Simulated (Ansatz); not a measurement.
# ClH3Sn: the cost of one run

Method: RKS PBE/def2-SVP, in Ansatz 0.2.0.

## (1) The system as given

Bond lengths: Sn1–Cl2 2.610 Å, Sn1–H3 1.940 Å, Sn1–H4 1.739 Å, Sn1–H5 1.739 Å. Angles: Cl2–Sn1–H3 45.6°, Cl2–Sn1–H4 123.0°, Cl2–Sn1–H5 123.0°, H3–Sn1–H4 121.2°, H3–Sn1–H5 121.2°, H4–Sn1–H5 109.5°.

Coordinates:

```xyz
5

Sn    0.0000    0.0000    0.0000
Cl    1.5152    0.0000    2.1251
H     1.9164    0.0000    0.3021
H    -0.8195    1.4198   -0.5794
H    -0.8195   -1.4198   -0.5794
```

## (2) Pulling towards end A

Springs on the bonds that form and break draw the guess towards this end; the thresholds are loose.

Input file input.yaml:

```yaml
crystal:
  periodic: [false, false, false]
  atoms:
    - { symbol: Sn, position_ang: [0.0, 0.0, 0.0] }
    - { symbol: Cl, position_ang: [1.5152, 0.0, 2.1251] }
    - { symbol: H, position_ang: [1.9164, 0.0, 0.3021] }
    - { symbol: H, position_ang: [-0.8195, 1.4198, -0.5794] }
    - { symbol: H, position_ang: [-0.8195, -1.4198, -0.5794] }
basis:
  gaussian: { orbitals: def2-SVP }
hamiltonian:
  xc: pbe
relax:
  f_tol: 0.15
  max_steps: 25
  restrain:
    - { distance: [1, 2], at: 2.57, k: 30.0 }
    - { distance: [0, 1], at: 2.41, k: 30.0 }
    - { distance: [0, 2], at: 1.74, k: 30.0 }
```

The run is started by

```bash
$ ansatz run input.yaml --threads 1 --pin off --max-ram 2048MiB --backend cpu --events-out ev --progress --plain --runs-dir out
```

What time and memory should one allow on 1 thread of Intel Xeon Platinum 8488C (Sapphire Rapids), shared host?

About 6.3 s, with a peak of 0.12 GiB.
